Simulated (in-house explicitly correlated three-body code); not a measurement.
**Two electrons around a charge of +6 under Yukawa screening of 0.3 per bohr: exact states**

The task here is to estimate one member of a computed series from the others.

Method: two electrons, non-relativistic, variational in exponentially correlated functions. Code: in-house explicitly correlated three-body code version 1.

**Starting point**

| Property | Result |
| --- | --- |
| charge of the centre | +6 |
| mass of the centre | infinite |
| interactions | Yukawa, exp(−0.3 r)/r, between all pairs |
| basis | 260 functions exp(−a r1 − b r2 − g r12) a state, exponent ranges optimised |
| units | hartree and bohr; relativity and QED are left out |

The first run:

Settings:

```ini
Z = 6.0
screening = 0.3
interaction_strength = 1.0
functions = 260
states_tried = 13
```

On the command line:

```sh
$ python run_hyl.py task.json out
```

Steps of the session up to this table: Input and results.

One table of the session follows, with a row left open; its other results are not shown here.

| state | binding (eV) | excitation (eV) | ⟨r12⟩ (bohr) |
| --- | --- | --- | --- |
| 1 ¹S | 352.745 | 0 | 0.3964 |
| 2 ³S | 58.2730 | 294.472 | 1.174 |
| 2 ¹S | 53.1789 | 299.566 | 1.230 |
| 2 ³P | 52.1598 | 300.585 | 1.053 |
| 2 ¹P | 48.9397 | 303.805 | 1.073 |
| 3 ³S | ? | ? | ? |
| 3 ¹S | 10.6251 | 342.119 | 3.035 |
| 3 ³P | 9.88934 | 342.855 | 2.857 |
| 3 ¹P | 9.19025 | 343.554 | 2.952 |
| 4 ³S | 1.14312 | 351.601 | 7.062 |

Estimate the missing values for 3 ³S.

The run gave: binding (eV): 11.6926; excitation (eV): 341.052; ⟨r12⟩ (bohr): 2.906. In the column «binding (eV)» it lies between 3 ¹S (10.6251) and 2 ¹P (48.9397).
